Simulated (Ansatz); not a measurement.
The system is B2P.

```
B P
1.0
     1.51512    0.87475    3.92488
    -1.51512    0.87475    3.92488
     0.00000   -1.74950    3.92488
B P
2 1
Direct
  0.42934 0.42934 0.42934
  0.57066 0.57066 0.57066
  0.00000 0.00000 0.00000
```

The cell was built by a generator and needn't be a form met in nature.

Base run:

```yaml
Program: Ansatz 0.2.0
Functional: PBEsol
Potentials_or_basis: Ansatz PAW
Cutoff: "420 eV (not typed: the program's choice for these potentials)"
k_mesh: 10 × 10 × 10
Occupations: fermi-dirac, width 0.05 eV
Spin: no spin polarisation
```

Its results: band gap on the k mesh none (metal or under the smearing width); pressure -3.2 GPa; largest force 0.049 eV/Å.

**Question.** After a change of settings the same cell gave: band gap on the k mesh none (metal or under the smearing width); pressure 6.0 GPa; largest force 0.321 eV/Å. Which change was it?
A. functional from PBEsol to PBE
B. functional from PBEsol to BLYP
C. functional from PBEsol to RPBE
D. functional from PBEsol to LDA

**Answer.** B.

BLYP binds less tightly than PBEsol, so the same cell stands under more pressure.

Caveats: the PAW data sets come from PBE, with cores solved anew for the run's functional, which leaves a small shift of forces and pressure.
